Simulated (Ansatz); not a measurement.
# CH₇BFNOSi: a ladder of functionals and wavefunction methods

The task here is to estimate one member of a computed series from the others.

Method: functionals in def2-TZVPP, the program's frozen cores in correlated methods; program: Ansatz 0.2.0, Gaussian basis.

The runs, in order: PBE-D4, r2SCAN-D4, PBE0-D4, B3LYP-D4, ωB97X-V, ωB97M-V, B2PLYP; CCSD(T)/def2-TZVPP; MP2/def2-QZVPP; extrapolation to the limit.

### The geometry

An earlier PBE0-D4 in a triple-zeta def2 set relaxation fixed the geometry.

SMILES `NC(F)([SiH3])BO`, 13 atoms, charge 0, spin multiplicity 1.

Atoms are counted from 1 here; the program's logs count them from 0.

Bond lengths: N1–C2 1.412 Å, N1–H7 1.011 Å, N1–H8 1.011 Å, C2–F3 1.430 Å, C2–Si4 1.922 Å, C2–B5 1.574 Å, Si4–H9 1.485 Å, Si4–H10 1.488 Å, Si4–H11 1.483 Å, B5–O6 1.347 Å, B5–H12 1.201 Å, O6–H13 0.960 Å. Angles: C2–N1–H7 114.1°, C2–N1–H8 113.6°, H7–N1–H8 109.8°, N1–C2–F3 112.3°, N1–C2–Si4 107.6°, N1–C2–B5 113.3°, F3–C2–Si4 104.6°, F3–C2–B5 110.6°, Si4–C2–B5 108.0°, C2–Si4–H9 110.7°, C2–Si4–H10 106.3°, C2–Si4–H11 110.3°, H9–Si4–H10 109.6°, H9–Si4–H11 109.6°, H10–Si4–H11 110.3°, C2–B5–O6 118.9°, C2–B5–H12 119.7°, O6–B5–H12 121.3° and more.

Set-up of the first run:

Contents of in.yaml:

```yaml
crystal:
  periodic: [false, false, false]
  atoms:
    - {symbol: N, position_ang: [-1.676005, 0.008373, -0.081495]}
    - {symbol: C, position_ang: [-0.332248, 0.038262, 0.349983]}
    - {symbol: F, position_ang: [-0.217934, -0.045936, 1.772648]}
    - {symbol: Si, position_ang: [0.522476, -1.555482, -0.299526]}
    - {symbol: B, position_ang: [0.468860, 1.277155, -0.197780]}
    - {symbol: O, position_ang: [1.322133, 1.916442, 0.625919]}
    - {symbol: H, position_ang: [-2.207334, 0.832731, 0.163815]}
    - {symbol: H, position_ang: [-2.176110, -0.820563, 0.209694]}
    - {symbol: H, position_ang: [0.709837, -1.486986, -1.771209]}
    - {symbol: H, position_ang: [-0.388257, -2.683414, 0.034914]}
    - {symbol: H, position_ang: [1.837199, -1.741288, 0.361720]}
    - {symbol: H, position_ang: [0.355312, 1.598268, -1.349530]}
    - {symbol: H, position_ang: [1.802472, 2.627637, 0.195649]}
basis:
  gaussian: {orbitals: def2-TZVPP}
hamiltonian: {xc: pbe, dispersion: d4}
output: {forces: true, orbitals: {seedname: orbitals}}
```

Command:

```sh
$ ansatz run in.yaml --threads 2 --pin off --events-out ev --progress --plain --max-ram 22528MiB --backend cuda --devices 0, --max-vram 18GiB
```

Steps of the session up to this table: PBE-D4 (GGA); r2SCAN-D4 (meta-GGA); PBE0-D4 (hybrid); B3LYP-D4 (hybrid); ωB97X-V (range-separated); ωB97M-V (range-separated); B2PLYP (double hybrid); CCSD(T) in def2-TZVPP; MP2 in def2-QZVPP.

One of the session's tables, all rows but one given; the rest of the session is left out.

| method | atomisation energy (eV) |
| --- | --- |
| PBE-D4 | 49.823 |
| r2SCAN-D4 | 48.876 |
| PBE0-D4 | 48.726 |
| B3LYP-D4 | 48.876 |
| ωB97X-V | 49.029 |
| ωB97M-V | 49.043 |
| B2PLYP | 48.265 |
| HF/def2-TZVPP | 34.743 |
| MP2/def2-TZVPP | 48.230 |
| CCSD/def2-TZVPP | 46.588 |
| CCSD(T)/def2-TZVPP | 47.338 |
| MP2/CBS | ? |
| CCSD(T)/CBS | 48.707 |

Q: Estimate the row for MP2/CBS from the others.

The run gave: atomisation energy (eV): 49.599. In the column «atomisation energy (eV)» it lies between ωB97M-V (49.043) and PBE-D4 (49.823).

To keep in mind: Free atoms (1 N, 1 C, 1 F, 1 Si, 1 B, 1 O, 7 H) were run apart at each level; the atomisation energy is their sum less the molecule, without zero-point or spin-orbit terms.
